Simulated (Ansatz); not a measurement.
# ErB2: the cost of one run

All numbers are computed with Ansatz 0.2.0, driven from Python. Level of theory: DFT r2SCAN, plane waves, PAW.

## Step 1: The system

It takes space group P6/mmm (No. 191, hexagonal). The conventional cell has a = 3.280 Å, b = 3.280 Å, c = 3.790 Å, α = 90.00°, β = 90.00°, γ = 120.00°. Around Er (site symmetry 6/mmm) lie 12 B at 2.68 Å. Around B (site symmetry -6m2) lie 3 B at 1.89 Å and 6 Er at 2.68 Å.

No structure file is read: the coordinates are typed or built in the script.

## Step 2: Script

The input, run_vcrelax.py:

```python
"""Relax cell and ions of ErB2."""

import ansatz
from ase import Atoms
from ase.data import atomic_numbers
from ase.io import write
import numpy as np
from pymatgen.core import Lattice, Structure
from pymatgen.io.ase import AseAtomsAdaptor
import spglib

SMEARING = "Fermi-Dirac"
SIGMA = 0.1
XC = "r2scan"
MESH = (11, 11, 9)

def edges_and_angles(cell):
    cell = np.asarray(cell)
    a, b, c = np.linalg.norm(cell, axis=1)
    cosines = cell[1] @ cell[2] / (b * c), cell[0] @ cell[2] / (a * c), cell[0] @ cell[1] / (a * b)
    return (a, b, c, *np.degrees(np.arccos(cosines)))

pmg_structure = Structure(
    Lattice([(3.28, 0.0, 0.0), (-1.64, 2.840563, 0.0), (0.0, 0.0, 3.79)]),
    ["Er", "B", "B"],
    [
        (0.0, 0.0, 0.0),
        (1 / 3, 2 / 3, 0.5),
        (2 / 3, 1 / 3, 0.5),
    ],
)
cell = ansatz.Crystal.from_ase(AseAtomsAdaptor.get_atoms(pmg_structure)).moments(Er=3)

# a pressure is positive in compression
calc = (
    cell.calculation()
    .occupations(SMEARING, width=SIGMA)
    .functional(XC)
    .kpoints(*MESH)
    .spin("collinear")
    .relax(pressure=5)
)
steps = []


def follow(event):
    if event["event"] != "relax_step":
        return
    row = event["data"]
    steps.append(row)
    print(f"step {row['step']:3d}  E = {row['lagrangian_ev']:.5f} eV  largest force component = {row['allowed_force_max_ev_ang']:.4f} eV/A  P = {row['pressure_gpa']:.3f} GPa")


done = calc.session().plan(threads=1).execute(on_event=follow)
r = done.report

first, last = steps[0], steps[-1]
symbols = [site.symbol for site in done.lattice.sites]
print(f"energy gained {first['lagrangian_ev'] - last['lagrangian_ev']:.4f} eV in {len(steps) - 1} steps")
for label, vectors in (("before", first["cell_ang"]), ("after", done.lattice.cell_ang)):
    print(label, "a b c (A) {:.4f} {:.4f} {:.4f}  angles {:.2f} {:.2f} {:.2f}".format(*edges_and_angles(vectors)), f" V = {abs(np.linalg.det(vectors)):.3f} A^3")
print("final stress xx yy zz (GPa, compression positive):", np.round(np.diag(r["stress_gpa"]), 3) + 0.0)

relaxed = Atoms(symbols, positions=[site.position_ang for site in done.lattice.sites], cell=done.lattice.cell_ang, pbc=True)
write("relaxed.extxyz", relaxed, format="extxyz")

fractions = [site.position_frac for site in done.lattice.sites]
numbers = [atomic_numbers[s] for s in symbols]
for tolerance in (1e-3, 1e-2, 1e-1):
    print(f"space group at {tolerance} A:", spglib.get_spacegroup((done.lattice.cell_ang, fractions, numbers), symprec=tolerance))

print("relaxed fractional positions")
for site in done.lattice.sites:
    print(f"  {site.symbol:2s}", " ".join(f"{v % 1:8.5f}" for v in np.round(site.position_frac, 5)))

print(f"free energy      {r['free_energy_ev']:.5f} eV")
print(f"per atom         {r['free_energy_ev'] / len(done.lattice.sites):.5f} eV")
print(f"SCF iterations   {r['n_iterations']}  (converged: {r['converged']})")
```

## Step 3: The calls as engine input

The package turns the script's settings into the engine's input:

```yaml
crystal:
  lattice:
    - [3.28, 0.0, 0.0]
    - [-1.64, 2.840563, 0.0]
    - [0.0, 0.0, 3.79]
  atoms:
    - { symbol: Er, position: [0.0, 0.0, 0.0] }
    - { symbol: B, position: [0.3333333333333333, 0.6666666666666666, 0.5] }
    - { symbol: B, position: [0.6666666666666666, 0.3333333333333333, 0.5] }
kpoints:
  mp_grid:
    grid: [11, 11, 9]
hamiltonian:
  xc: r2scan
magnetization:
  spin_polarized: true
  per_species:
    Er: 3.0
scf:
  occupations:
    method: fermi_dirac
    width: 0.1
relax:
  cell:
    p_target: 5.0
```

## Step 4: Running it

Run with:

```console
python run_vcrelax.py
```

Q: Estimate wall time and peak memory on 1 thread of Arm Neoverse V2, shared host.

About 2.2 min, with a peak of 0.63 GiB.
